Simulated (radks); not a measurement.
# The first electron to leave Co⁵⁺

Aim: remove one electron from each of the outer sub-shells of Co⁵⁺ ([Ar] 3d4) in turn, let the ion relax, and find the cheapest removal. The parent's configuration is the lowest that an earlier search found at this level.

The numbers are computed with radks (a radial shooting solver on a logarithmic mesh, Libxc functionals) version 1 (scalar-relativistic Kohn-Sham, LDA (Slater exchange, Perdew-Wang correlation), spin-polarised, spherical densities, finite nucleus; open shells are filled with parallel spins first), except any that are marked as measured or tabulated.

5 further runs of the same task are left out: 5 set aside as unsound or not needed.

**1. The atom as given**

| Item | Value |
| --- | --- |
| element | cobalt (Z = 27) |
| charge | +5 |
| electrons | 22 |
| configuration | [Ar] 3d4 |
| nuclear rms radius | 3.7875 fm |

The outer shells:

Co⁵⁺
```
[Ar] core
3d [↑ ][↑ ][↑ ][↑ ][  ]
```

**2. The parent, Co⁵⁺**

The parent was computed earlier with the same settings: E = -1383.770810 hartree. Its outer levels (eV):

```csv
level,occupation,energy (eV)
2p up,3,-860.54
2p down,3,-858.24
3s up,1,-188.31
3s down,1,-182.81
3p up,3,-151.11
3p down,3,-145.73
3d up,4,-91.492
3d down,0,-86.146
```

**3. Remove 3d: [Ar] 3d3**

Input:

```text
Z 27
configuration [Ar] 3d3
relativity scalar-relativistic
functional lda,pw
spin polarised
nucleus finite rms 3.7875 fm
c 137.035999084
```

**4. Remove 3p: [Ne] 3s2 3p5 3d4**

Input: that of step 3 with these lines changed.

```diff
@@ -1,3 +1,3 @@
 Z 27
-configuration [Ar] 3d3
+configuration [Ne] 3s2 3p5 3d4
 relativity scalar-relativistic
```

**5. Remove 3s: [Ne] 3s1 3p6 3d4**

Input:

```text
Z 27
configuration [Ne] 3s1 3p6 3d4
relativity scalar-relativistic
functional lda,pw
spin polarised
nucleus finite rms 3.7875 fm
c 137.035999084
```

**6. Remove 2p: [He] 2s2 2p5 3s2 3p6 3d4**

Input:

```text
Z 27
configuration [He] 2s2 2p5 3s2 3p6 3d4
relativity scalar-relativistic
functional lda,pw
spin polarised
nucleus finite rms 3.7875 fm
c 137.035999084
```

**7. Ion rearranged (move 3d to 4s after a removal): [Ar] 3d2 4s1**

Input:

```text
Z 27
configuration [Ar] 3d2 4s1
relativity scalar-relativistic
functional lda,pw
spin polarised
nucleus finite rms 3.7875 fm
c 137.035999084
```

**8. Ion rearranged (move 3d to 4p after a removal): [Ar] 3d2 4p1**

Input: that of step 7 with these lines changed.

```diff
@@ -1,3 +1,3 @@
 Z 27
-configuration [Ar] 3d2 4s1
+configuration [Ar] 3d2 4p1
 relativity scalar-relativistic
```

Q: Predict the outcome of this session. Wanted: for each run, case; final configuration; Δ-SCF; −ε of the level emptied.

**Answer**, as computed:

| case | final configuration | Δ-SCF (eV) | −ε of the level emptied (eV) |
| --- | --- | --- | --- |
| remove 3d | [Ar] 3d3 | 103.82 | 91.492 |
| ion rearranged (move 3d to 4s after a removal) | [Ar] 3d2 4s1 | 147.77 | - |
| remove 3p | [Ne] 3s2 3p5 3d4 | 157.88 | 145.73 |
| ion rearranged (move 3d to 4p after a removal) | [Ar] 3d2 4p1 | 158.90 | - |
| remove 3s | [Ne] 3s1 3p6 3d4 | 195.21 | 182.81 |
| remove 2p | [He] 2s2 2p5 3s2 3p6 3d4 | 892.72 | 858.24 |

In words: Removal from 3d costs least (103.82 eV), ahead of 3p (157.88 eV). 3d is also the highest occupied level of the parent. NIST lists 102.0 eV (semi-empirical), between the same two configurations. Open shells are spherical and high-spin; term and fine-structure splittings are not resolved.
